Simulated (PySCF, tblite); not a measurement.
# C7H10O2Si: geometry, infrared bands and NMR shifts

Wanted: the infrared bands and NMR shifts of C7H10O2Si (`C=CC1=CC=C(CO)O[SiH2]1`), by calculation.

Programs: tblite 0.8.0 and PySCF 2.14.0, with density-fitted response routines of our own. Each step states its level of theory. These are calculated values for one molecule in the gas phase, unless marked as measured. Atoms count from 0, in the outputs and in this text.

## (1) The starting structure

20 atoms, charge 0, multiplicity 1; geometry from: force field or distance geometry start.

Bonds of the start (Å): C0–C1 1.33, C1–C2 1.47, C2–C3 1.34, C3–C4 1.45, C4–C5 1.36, C5–C6 1.51, C6–O7 1.42, C5–O8 1.39, O8–Si9 1.68, Si9–C2 1.86, C0–H10 1.08, C0–H11 1.10, C1–H12 1.11, C3–H13 1.09, C4–H14 1.09, C6–H15 1.10, C6–H16 1.09, O7–H17 0.99, Si9–H18 1.48, Si9–H19 1.48.

## (2) Geometry optimisation with GFN2-xTB

What the job is given:

```
{"job": {"kind": "relax", "xc": "GFN2-xTB", "basis": "xTB"}, "charge": 0, "multiplicity": 1}
C     -3.695500    -0.392600     0.208800
C     -2.642300     0.113300     0.839200
C     -1.228700     0.065900     0.452800
C     -0.287200     0.640700     1.214900
C      1.130100     0.639500     0.911000
C      1.686100     0.087600    -0.197400
C      3.178100     0.147600    -0.441200
O      3.682000    -1.166600    -0.645400
O      1.004600    -0.591700    -1.197700
Si    -0.667300    -0.750200    -1.124100
H     -3.657300    -0.915300    -0.739400
H     -4.698400    -0.281100     0.644700
H     -2.842500     0.614200     1.806500
H     -0.546100     1.124600     2.155300
H      1.761400     1.149100     1.637200
H      3.720800     0.584100     0.415600
H      3.390000     0.743700    -1.327800
H      2.997200    -1.634000    -1.180700
H     -1.021500    -2.187900    -1.129500
H     -1.268700    -0.088800    -2.305900
```

On the command line:

```bash
$ OMP_NUM_THREADS=1 python probes_run.py task.json out
```

One launch serves the whole session: the jobs run in the order shown.

**Question.** This job is followed by: GFN2-xTB harmonic vibrations, gas phase; GIAO PBE0/pcSseg-1 NMR shielding, non-relativistic, gas phase. What will the session give for the following? strongest single infrared mode (GFN2-xTB); zero-point energy (GFN2-xTB); 13C shifts against TMS (PBE0/pcSseg-1); 1H shifts against TMS (PBE0/pcSseg-1, means over atoms taken as alike); 17O shifts against H2O (PBE0/pcSseg-1); 29Si shifts against TMS (PBE0/pcSseg-1); surface potential, 1st and 99th percentile.

**Answer**, as computed:

```
                                                              quantity                                               value
                             strongest single infrared mode (GFN2-xTB)                               2227 cm⁻¹, 443 km/mol
                                          zero-point energy (GFN2-xTB)                                       92.8 kcal/mol
                                13C shifts against TMS (PBE0/pcSseg-1)  165.7, 149.9, 148.8, 126.3, 119.1, 103.1, 68.0 ppm
1H shifts against TMS (PBE0/pcSseg-1, means over atoms taken as alike)  6.87, 6.80, 6.02, 5.31, 5.22, 4.75, 4.57, 1.91 ppm
                                17O shifts against H2O (PBE0/pcSseg-1)                                     119.7, 10.0 ppm
                               29Si shifts against TMS (PBE0/pcSseg-1)                                           -21.1 ppm
                                 surface potential, 1st and 99th percentile                                  -1.58 V and 1.44 V
```

What this shows: The optimisation took 87 steps and gained 0.238 eV; among the close pairs (by a distance rule), C5–O8 changed most, from 1.388 to 1.342 Å. All 54 modes are real, so the xTB geometry is a minimum. The strongest single mode, at 2227 cm⁻¹, moves mainly H19 and H18. Unscaled tight-binding wavenumbers are off by several per cent, some by more. Its intensities can rank the bands wrongly. At PBE0/pcSseg-1: The largest span, 275 ppm, is at O8, where the paramagnetic term is -185 ppm. At PBE0/pcSseg-1, counted by nearest atom on the grid, the HOMO lies on C2, C5 about 17 % each; C0, C4 about 15 % each, the LUMO on C2, C3, C5 about 18 % each; C0 12 %.
